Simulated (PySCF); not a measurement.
# C8H9F: the cost of one run

Computed with PySCF 2.14.0 and routines of our own; the level stands in each step. Atoms count from 0.

### 1 The system as given

18 atoms, charge 0, multiplicity 1; geometry from: GFN2-xTB.

### 2 Optimising the geometry at PBE0-D3(BJ)/def2-SVP

What the job is given:

```
{"job": {"xc": "PBE0", "basis": "def2-SVP", "d3": "d3bj", "grid": 2, "kind": "geom"}, "charge": 0, "multiplicity": 1}
F      1.034967    -2.111828    -0.906487
C      1.207799    -0.853890    -0.473019
C      2.358063    -0.178757    -0.383376
C      2.043627     1.140182     0.136550
C      0.726398     1.242793     0.351548
C      0.046643    -0.034688    -0.019389
C     -0.905066    -0.640239     1.044633
C     -2.116993    -0.223048     0.203647
C     -1.175634     0.086406    -0.966186
H      3.341127    -0.524436    -0.639803
H      2.786629     1.897288     0.309363
H      0.189994     2.091581     0.732273
H     -0.821390    -0.198603     2.034472
H     -0.788491    -1.718972     1.119368
H     -2.859609    -0.997091     0.023702
H     -2.616028     0.662541     0.590825
H     -1.171391    -0.690262    -1.727795
H     -1.289405     1.057342    -1.441985
```

Started as:

```console
$ OMP_NUM_THREADS=1 python excited_run.py task.json out
```

The driver reads the jobs from task.json and runs them one after another.

**Question.** How long does this first job take on 1 thread of Intel Xeon Platinum 8375C at 2.90GHz, shared host, and how much memory does it need?

About 3 min, with a peak of 0.8 GiB.
